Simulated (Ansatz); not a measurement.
# ClFS₂W: small, medium and large basis sets

How large a basis does ClFS₂W need? Two functionals are run in growing sets.

Program: Ansatz 0.2.0, Gaussian basis. Level of theory: one geometry, several basis sets. These are calculated values, not measurements.

Levels to be run: PBE0-D4/def2-SVP; ωB97M-V/def2-SVP; PBE0-D4/def2-QZVPP; ωB97M-V/def2-QZVPP; the functionals' def2-TZVPP values are taken from earlier runs.

## Step 1: The relaxed structure

An earlier PBE0-D4 in a triple-zeta def2 set relaxation fixed the geometry. W takes the def2 core potential; no spin-orbit term is included.

SMILES `[F][W](=[S])(=[S])[Cl]`, 5 atoms, charge 0, spin multiplicity 1.

Atoms are counted from 1 here; the program's logs count them from 0.

Bond lengths: F1–W2 1.843 Å, W2–S3 2.111 Å, W2–S4 2.111 Å, W2–Cl5 2.241 Å. Angles: F1–W2–S3 109.3°, F1–W2–S4 109.3°, F1–W2–Cl5 112.8°, S3–W2–S4 108.0°, S3–W2–Cl5 108.7°, S4–W2–Cl5 108.7°.

As a file:

```
F    -0.6393   -0.3651    1.7714
W    -0.0180   -0.0323    0.0690
S     1.9534   -0.7652   -0.1086
S    -1.2240   -1.0596   -1.3257
Cl   -0.0222    2.1486   -0.4475
```

## Step 2: PBE0-D4 in def2-SVP

The input, in.yaml:

```yaml
crystal:
  periodic: [false, false, false]
  atoms:
    - {symbol: F, position_ang: [-0.639281, -0.365117, 1.771435]}
    - {symbol: W, position_ang: [-0.017961, -0.032290, 0.068964]}
    - {symbol: S, position_ang: [1.953392, -0.765241, -0.108556]}
    - {symbol: S, position_ang: [-1.223985, -1.059603, -1.325703]}
    - {symbol: Cl, position_ang: [-0.022165, 2.148650, -0.447540]}
basis:
  gaussian: {orbitals: def2-SVP}
hamiltonian: {xc: pbe0, dispersion: d4}
output: {orbitals: {seedname: orbitals}}
```

Launch:

```
> ansatz run in.yaml --threads 4 --pin off --events-out ev --progress --plain --max-ram 10444MiB
```

The runs that follow: ωB97M-V in def2-SVP; PBE0-D4 in def2-QZVPP; ωB97M-V in def2-QZVPP.

Before running them: what should the planned runs give, taken together? Wanted: PBE0-D4: double and triple zeta above quadruple; ωB97M-V: double and triple zeta above quadruple.

As calculated:

```
                                       quantity           value
PBE0-D4: double and triple zeta above quadruple  16.98, 1.19 eV
ωB97M-V: double and triple zeta above quadruple  16.87, 1.13 eV
```

**Reading.** PBE0-D4 gains 15.79 eV from double to triple zeta, then 1.19 eV more. Total energies overstate the basis error of differences, where much of it tends to cancel.
